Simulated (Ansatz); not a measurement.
# TiC: the cost of one run

Program: Ansatz 0.2.0. Level of theory: DFT PBE, scalar-relativistic, plane waves, PAW. These are calculated values, not measurements.

The COD entry's cell or inner coordinates are ideal or old and differ from later refinements, so a difference from it is no clean test against experiment.

## 1. The system as given

Symmetry: Fm-3m, No. 225, cubic system. The conventional cell has a = 4.319 Å, b = 4.319 Å, c = 4.319 Å, α = 90.00°, β = 90.00°, γ = 90.00°. Around Ti (site symmetry m-3m) lie 6 C at 2.16 Å. Around C (site symmetry m-3m) lie 6 Ti at 2.16 Å.

Coordinates:

```
Ti C
1.0
     0.00000    2.15930    2.15930
     2.15930    0.00000    2.15930
     2.15930    2.15930    0.00000
Ti C
1 1
Direct
  0.00000 0.00000 0.00000
  0.50000 0.50000 0.50000
```

The structure rests on an entry of the Crystallography Open Database; cell or positions may have been set otherwise for this series.

## 2. Relaxing cell and atoms: TiC, no spin

input.yaml reads:

```yaml
crystal:
  lattice:
    - [0.0, 2.1593, 2.1593]
    - [2.1593, 0.0, 2.1593]
    - [2.1593, 2.1593, 0.0]
  atoms:
    - { symbol: Ti, position: [0.0, 0.0, 0.0] }
    - { symbol: C, position: [0.5, 0.5, 0.5] }
scf:
  occupations: { method: gaussian, width: 0.2 }
output:
  forces: true
  stress: true
  eigenvalues: true
  write_density: true
  write_potential: true
  elf: true
  volumetric_format: npy
hamiltonian:
  xc: pbe
relax:
  f_tol: 0.001
  max_steps: 60
  cell: { stress_tol: 0.03 }
kpoints:
  mp_grid: { grid: [16, 16, 16] }
```

Run with:

```sh
$ ansatz run input.yaml --threads 8 --pin off --max-ram 10240MiB --backend cpu --events-out ev --progress --plain --runs-dir out
```

Q: Estimate wall time and peak memory on 8 threads of Intel Xeon Platinum 8488C (Sapphire Rapids), shared host.

About 2.5 s, with a peak of 0.44 GiB.
